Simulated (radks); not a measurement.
**As inside a hard spherical wall**

An exercise on one series of results from a longer session: the logs are not shown, and one member is left open.

Method: non-relativistic Kohn-Sham, LDA (Slater exchange, VWN5 correlation), spin-polarised, spherical densities, point nucleus; open shells are filled with parallel spins first. Code: radks (a radial shooting solver on a logarithmic mesh, Libxc functionals) version 1.

### Starting point

```
element       : arsenic (Z = 33)
charge        : 0
electrons     : 33
configuration : [Ar] 3d10 4s2 4p3
```

The outer shells:

As
```
[Ar] core
3d [↑↓][↑↓][↑↓][↑↓][↑↓]
4s [↑↓]
4p [↑ ][↑ ][↑ ]
```

Set-up of the first run:

Input:

```text
Z 33
configuration [Ar] 3d10 4s2 4p3 5s0 4d0 5p0
relativity non-relativistic
functional lda,vwn5
spin polarised
nucleus point
```

Launch:

```
python run_ks.py task.json out
```

All runs below come from this command, one after another.

Among the steps run: The free atom; Wall at 20 bohr; Wall at 8 bohr; Wall at 7 bohr; Wall at 4 bohr; Wall at 3.5 bohr; Wall at 3 bohr; Wall at 2.5 bohr; Wall at 1.5 bohr.

One of the session's tables, all rows but one given; the rest of the session is left out.

```
R (bohr)  E − E(free) (eV)  ε(4p) (eV)  ε(5s, empty) (eV)  ε(5p, empty) (eV)  ε(4d, empty) (eV)
    free             0.000      -5.996             -0.482                  -                  -
      20             0.000      -5.996             -0.474              0.397              0.849
       8                 ?           ?                  ?                  ?                  ?
       7             0.147      -5.751              2.336              5.776              3.627
       4             8.966      -0.340             25.630             34.543             15.046
     3.5            18.937       3.886             41.079             51.834             21.961
       3            41.651      11.912             68.667             81.722             33.989
     2.5            97.900      28.621             122.00             137.74             56.683
     1.5            839.72      189.94             543.82             556.27             230.21
```

Estimate the missing values for R (bohr) = 8.

Worked estimate for «E − E(free) (eV)». A straight line through the neighbours (20, 0.000) and (7, 0.147) gives 0.000 + (0.147 − 0.000) × (8 − 20) / (7 − 20) = 0.136; a parabola fitted to 3 rows on both sides gives -2.061.

As computed: E − E(free) (eV): 0.039; ε(4p) (eV): -5.912; ε(5s, empty) (eV): 1.065; ε(5p, empty) (eV): 3.765; ε(4d, empty) (eV): 2.789. In «E − E(free) (eV)» the line misses by +0.097 and the parabola by -2.100. Between these rows the values bend or scatter more than so simple an estimate can follow.

What this shows: Eigenvalues are for spin up. Shells are not refilled when levels cross, and a hard wall is a model, not a crystal.
